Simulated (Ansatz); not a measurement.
Wanted: the native input for an Ansatz 0.2.0 run.

| Item | Value |
| --- | --- |
| Task | density of states |
| Functional | LDA |
| Potentials or basis | PseudoDojo standard (LDA files) |
| Cutoff | 1120 eV |
| Density cutoff | 4480 eV |
| k mesh | 7 × 7 × 7 |
| Occupations | fermi-dirac, width 0.01 eV |
| Spin | no spin polarisation |

Crystal: BiTe.

```
Bi Te
1.0
     0.00000    3.23500    3.23500
     3.23500    0.00000    3.23500
     3.23500    3.23500    0.00000
Bi Te
1 1
Direct
  0.00000 0.00000 0.00000
  0.50000 0.50000 0.50000
```

These files were run (other wordings do the same):

input.yaml

```yaml
crystal:
  lattice: { a: 6.47, b: 6.47, c: 6.47, alpha: 90.0, beta: 90.0, gamma: 90.0 }
  space_group: 225
  reduce_to_primitive: true
  atoms:
    - { symbol: Bi, wyckoff: "4a", position: [0.0, 0.0, 0.0] }
    - { symbol: Te, wyckoff: "4b", position: [0.5, 0.0, 0.0] }
hamiltonian:
  xc: lda
  pseudopotentials: { kind: nc, accuracy: standard, xc_functional: lda }
kpoints:
  mp_grid: { grid: [7, 7, 7] }
scf:
  occupations: { method: fermi_dirac, width: 0.01 }
  n_extra_bands: 6
output:
  forces: true
  stress: true
  eigenvalues: true
  dos: { projected: false, de: 0.05, nscf_kmesh: { grid: [11, 11, 11] } }
```

Potentials or basis: PseudoDojo standard (LDA files).

Run with:

```sh
$ ansatz run input.yaml --threads 1 --pin off --max-ram 2560MiB --backend cpu --events-out ev --progress --plain --runs-dir out
```

Results of the run:

| Quantity | Value |
| --- | --- |
| Pressure | -2.6 GPa |
| Band gap on the k mesh | none (metal or under the smearing width) |
| Density of states at the Fermi level | 1.88 states/eV per cell |

Caveat: spin-orbit coupling is left out, which moves the levels of the heavy elements.

Run time: 12 s on 1 thread of Arm Neoverse V1, on a shared host, peak memory 0.41 GiB.
